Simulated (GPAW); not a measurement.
CaSi2Sb2:

```xyz
5
Lattice="4.9974 0.0000 0.0000 -2.4987 4.3279 0.0000 0.0000 0.0000 5.8617" Properties=species:S:1:pos:R:3 pbc="T T T"
Ca    0.0000    0.0000    0.0000
Si    0.0000    2.8852    1.5034
Si    2.4987    1.4426    4.3583
Sb    0.0000    2.8852    4.2345
Sb    2.4987    1.4426    1.6272
```

The cell was built by a generator and needn't be a form met in nature.

Base run:

| Quantity | Value |
| --- | --- |
| Program | GPAW 26.7.0 |
| Functional | RPBE |
| Potentials or basis | the program's PAW data sets (release 1.2.1) made for this functional |
| Cutoff | 600 eV |
| Basis | pw |
| k mesh | 5 × 5 × 4 |
| Occupations | fermi-dirac, width 0.05 eV |
| Spin | no spin polarisation |

Its results: pressure 1.3 GPa; largest force 0.104 eV/Å.

Q: After a change of settings the same cell gave: pressure -3.5 GPa; largest force 0.156 eV/Å. Which change was it?
A. functional from RPBE to PBEsol; potentials or basis from the program's PAW data sets (release 1.2.1) made for this functional to PAW data sets generated in the run's folder for this functional
B. functional from RPBE to revPBE
C. functional from RPBE to LDA

A: C.

LDA binds more tightly than RPBE, so the same cell stands under less pressure.

Runs at the PBE level aren't shown here.
